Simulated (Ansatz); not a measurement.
# CH5AlBBrSi: the cost of one run

Method: RHF/def2-mTZVP, in Ansatz 0.2.0.

**1. Starting point**

Bond lengths: Br1–Al2 2.373 Å, Al2–B3 2.091 Å, B3–C4 1.595 Å, Al2–Si5 2.284 Å, C4–Si5 1.901 Å, B3–H6 1.193 Å, C4–H7 1.066 Å, C4–H8 1.119 Å, Si5–H9 1.435 Å, Si5–H10 1.488 Å. Angles (14 of 18 angles, heavy atoms first): Br1–Al2–B3 139.4°, Br1–Al2–Si5 141.9°, B3–Al2–Si5 78.6°, Al2–B3–C4 95.1°, B3–C4–Si5 104.8°, Al2–Si5–C4 81.3°, Al2–B3–H6 133.3°, C4–B3–H6 131.3°, B3–C4–H7 114.3°, B3–C4–H8 109.0°, Si5–C4–H7 110.5°, Si5–C4–H8 106.4°, Al2–Si5–H9 113.5°, Al2–Si5–H10 112.5°.

Coordinates:

```xyz
10

Br   -1.4728   -0.9808    3.5502
Al   -0.5591   -0.4504    1.4257
B     0.9351   -1.1224    0.1268
C     0.7014    0.0194   -0.9626
Si   -0.7871    1.0093   -0.3163
H     1.7610   -1.9803    0.2044
H     1.5393    0.6611   -1.1128
H     0.3744   -0.4539   -1.9228
H    -2.0169    0.8502   -1.0381
H    -0.3920    2.3966    0.0485
```

**2. Relaxing end A**

Contents of input.yaml:

```yaml
crystal:
  periodic: [false, false, false]
  atoms:
    - { symbol: Br, position_ang: [-1.4728, -0.9808, 3.5502] }
    - { symbol: Al, position_ang: [-0.5591, -0.4504, 1.4257] }
    - { symbol: B, position_ang: [0.9351, -1.1224, 0.1268] }
    - { symbol: C, position_ang: [0.7014, 0.0194, -0.9626] }
    - { symbol: Si, position_ang: [-0.7871, 1.0093, -0.3163] }
    - { symbol: H, position_ang: [1.761, -1.9803, 0.2044] }
    - { symbol: H, position_ang: [1.5393, 0.6611, -1.1128] }
    - { symbol: H, position_ang: [0.3744, -0.4539, -1.9228] }
    - { symbol: H, position_ang: [-2.0169, 0.8502, -1.0381] }
    - { symbol: H, position_ang: [-0.392, 2.3966, 0.0485] }
basis:
  gaussian: { orbitals: def2-mTZVP }
hamiltonian:
  xc: hf
relax:
  f_tol: 0.02
  max_steps: 50
```

Run with:

```console
$ ansatz run input.yaml --threads 2 --pin off --max-ram 3072MiB --backend cpu --events-out ev --progress --plain --runs-dir out
```

What time and memory should one allow on 2 threads of Arm Neoverse V1, shared host?

About 20 s, with a peak of 0.33 GiB.
